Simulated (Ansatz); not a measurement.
# BeBH (singlet): from Hartree-Fock to the top rungs at angle B1–Be2–H3 = 159.5°, cc-pVDZ

Aim: climb from Hartree-Fock through coupled cluster and multireference methods for BeBH (singlet) at one geometry and basis, and see what each rung misses.

Computed with Ansatz 0.2.0, Gaussian basis. Level: cc-pVDZ, core rule «outside noble gas», up to 2 orbitals frozen.

To be run: UHF; CCSD(T) on RHF; CCSD(T) on UHF; BCCD(T) on RHF; CISD; CCSDT(Q) on RHF; CCSDT(Q) on UHF; CCSDTQ on RHF; CASSCF and MRCISD+Q, 2 electrons in 2 orbitals; CASSCF and NEVPT2, 2 electrons in 2 orbitals.

29 further runs of the same task are left out: 21 for a known fault of the program, 6 that didn't finish, 2 set aside as unsound or not needed.

## (1) The geometry

The geometry derives from a PBE0/def2-TZVP stationary point (not a proven minimum). One angle is set to the value named; bond lengths are kept.

3 atoms, charge 0, spin multiplicity 1.

Atoms are counted from 1 here; the program's logs count them from 0.

Bond lengths: B1–Be2 2.042 Å, Be2–H3 1.345 Å. Angles: B1–Be2–H3 159.5°.

## (2) UHF

in.yaml

```yaml
crystal:
  periodic: [false, false, false]
  atoms:
    - {symbol: B, position_ang: [0.162529, 0.000000, 1.780941]}
    - {symbol: Be, position_ang: [-0.200903, 0.000000, -0.228861]}
    - {symbol: H, position_ang: [0.038374, 0.000000, -1.552080]}
basis:
  gaussian: {orbitals: cc-pVDZ}
magnetization: {spin_polarized: true, initial_magnetization: 0}
hamiltonian: {xc: hf}
output: {orbitals: {seedname: orbitals}}
```

The run is started by

```bash
$ ansatz run in.yaml --threads 1 --pin off --events-out ev --progress --plain --max-ram 2393MiB
```

After this run come: CCSD(T) on RHF; CCSD(T) on UHF; BCCD(T) on RHF; CISD; CCSDT(Q) on RHF; CCSDT(Q) on UHF; CCSDTQ on RHF; CASSCF and MRCISD+Q, 2 electrons in 2 orbitals; CASSCF and NEVPT2, 2 electrons in 2 orbitals.

**Question.** What will the summary of the whole plan be? Wanted: RCCSDTQ below the RHF energy; RMP2 from RCCSDTQ; UMP2 from RCCSDTQ; RCCSD from RCCSDTQ; RCCSD(T) from RCCSDTQ; UCCSD(T) from RCCSDTQ; RCCSDT(Q) from RCCSDTQ; UCCSDT(Q) from RCCSDTQ; NEVPT2 pair from RCCSDTQ.

As calculated:

```
                         quantity                                                                             value
     RCCSDTQ below the RHF energy                                                                        -3.5525 eV
                RMP2 from RCCSDTQ                                                                       +1130.4 meV
                UMP2 from RCCSDTQ                                                                       +1027.8 meV
               RCCSD from RCCSDTQ                                                                        +109.9 meV
            RCCSD(T) from RCCSDTQ                                                                         +33.8 meV
            UCCSD(T) from RCCSDTQ                                                                         +37.2 meV
           RCCSDT(Q) from RCCSDTQ                                                                          +3.3 meV
           UCCSDT(Q) from RCCSDTQ                                                                          +4.9 meV
         NEVPT2 pair from RCCSDTQ                                                                       +1032.8 meV
       MRCISD+Q pair from RCCSDTQ                                                                         -14.9 meV
levels within 1 kcal/mol (43 meV)  RCCSD(T), UCCSD(T), BCCD(T), RCCSDT, UCCSDT, RCCSDT(Q), UCCSDT(Q), MRCISD+Q pair
                    T1 diagnostic                                                                             0.016
```

**Reading.** RCCSD(T) lands +33.8 meV from the yardstick (1.0 % of the correlation energy). Of the multireference levels listed MRCISD+Q pair comes nearest in total energy (-14.9 meV), which doesn't show that its space is the better one. These misses are within one basis, not against nature.
